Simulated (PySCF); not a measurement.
# Si2N2H8: geometry, spin-spin couplings

Aim: predict the spin-spin couplings of Si2N2H8 (`N[SiH2]N[SiH3]`).

Computed with PySCF 2.14.0, with density-fitted response routines of our own, on a single molecule in the gas phase. Atoms are numbered from 0 throughout.

## (1) The molecule as given

12 atoms, charge 0, multiplicity 1; geometry from: GFN2-xTB. The atoms were then displaced at random by about 0.01 Å, so the start is not that level's minimum.

Bonds of the start (Å): N0–Si1 1.70, Si1–N2 1.72, N2–Si3 1.78, N0–H4 1.02, N0–H5 1.03, Si1–H6 1.47, Si1–H7 1.45, N2–H8 0.98, Si3–H9 1.47, Si3–H10 1.46, Si3–H11 1.44.

## (2) Optimising the geometry at PBE0-D3(BJ)/def2-SVP

What the job is given:

```
{"job": {"xc": "PBE0", "basis": "def2-SVP", "d3": "d3bj", "grid": 1, "shake": 0.01, "kind": "geom"}, "charge": 0, "multiplicity": 1}
N     -2.188510    -0.191390    -0.708040
Si    -0.990840     0.006560     0.488900
N      0.474060    -0.138210    -0.404760
Si     2.140050     0.087740     0.174830
H     -3.168700    -0.197870    -0.412270
H     -2.145080     0.408280    -1.543660
H     -0.898390     1.298520     1.186770
H     -1.216650    -1.074810     1.433150
H      0.408960    -0.692480    -1.208780
H      2.504430    -0.953510     1.149100
H      2.153990     1.389870     0.838720
H      2.966370     0.029030    -1.003000
```

On the command line:

```sh
> OMP_NUM_THREADS=1 python probes_run.py task.json out
```

This one command runs all jobs of the session in turn.

**Question.** This job is followed by: B3LYP/6-31G* indirect spin-spin coupling, non-relativistic, gas phase. What will the session give for the following? point group; rotational constants (main isotopes); largest coupling of the table (B3LYP/6-31G*).

The runs gave:

| quantity | value |
| --- | --- |
| point group | C1 |
| rotational constants (main isotopes) | 14.39, 1.83, 1.75 GHz |
| largest coupling of the table (B3LYP/6-31G*) | 1J(Si,H) Si1–H6, -191.4 Hz |

In words: Over 8 steps the energy fell by 0.292 eV; of the close pairs, Si3–H11 changed most, 1.440 to 1.496 Å. Of the pairs tabulated at B3LYP/6-31G*, Si1–H6 (mean over like pairs) couples most strongly (-191.4 Hz; Fermi contact -191.5 Hz). Couplings across rotatable bonds belong to this one conformer; where others are populated, the observed values are averages. Couplings from bases without tight functions are rough.
